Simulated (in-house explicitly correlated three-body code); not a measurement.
**Two electrons around a charge of +3.84: exact states and exact Kohn–Sham parts**

System: two electrons around a charge of +3.84. A variational three-body run gives its energies and expectation values, then the exact Kohn–Sham parts of the ground state and the errors of common functionals.

Method: two electrons, non-relativistic, variational in exponentially correlated functions. Code: in-house explicitly correlated three-body code version 1.

## 1. The system

- charge of the centre: +3.84
- mass of the centre: infinite
- interactions: Coulomb
- basis: 260 functions exp(−a r1 − b r2 − g r12) a state, exponent ranges optimised
- units: hartree and bohr; relativity and QED are left out

## 2. Input and results

Settings:

```ini
Z = 3.84
interaction_strength = 1.0
functions = 260
states_tried = 13
```

Launch:

```
$ python run_hyl.py task.json out
```

Before running it: what results should come out? Wanted: ground-state energy; binding of the second electron; ⟨r12⟩, ⟨cos θ12⟩; resonance line 1 ¹S–2 ¹P; polarisability of the ground state; Ts, Ex, Ec; exact less Hartree–Fock.

The runs gave:

```
                          quantity                                 value
               ground-state energy                  -12.50108298 hartree
    binding of the second electron                             139.55 eV
                  ⟨r12⟩, ⟨cos θ12⟩                  0.6480 bohr, -0.0343
          resonance line 1 ¹S–2 ¹P                 112.47 eV, f = 0.5396
polarisability of the ground state                        0.062684 bohr³
            Ts, Ex, Ec (Kohn–Sham)  12.45981, -2.17656, -0.04418 hartree
           exact less Hartree–Fock                      -0.04417 hartree
```

**Reading.** The second electron is bound by 139.5 eV, and the mean cosine of -0.034 shows the electrons leaning only slightly to opposite sides. The virial ratio −T/E is 1.0000000, where an exact Coulomb state gives 1. Exchange puts 2 ³S 2.87 eV under 2 ¹S. On the exact density SCAN errs least (-1.6 millihartree) and LDA PW92 most (+201.8). Self-consistent top levels of the semilocal functionals lie +18.2 to +22.0 eV from minus the binding energy, the exact Kohn–Sham level.
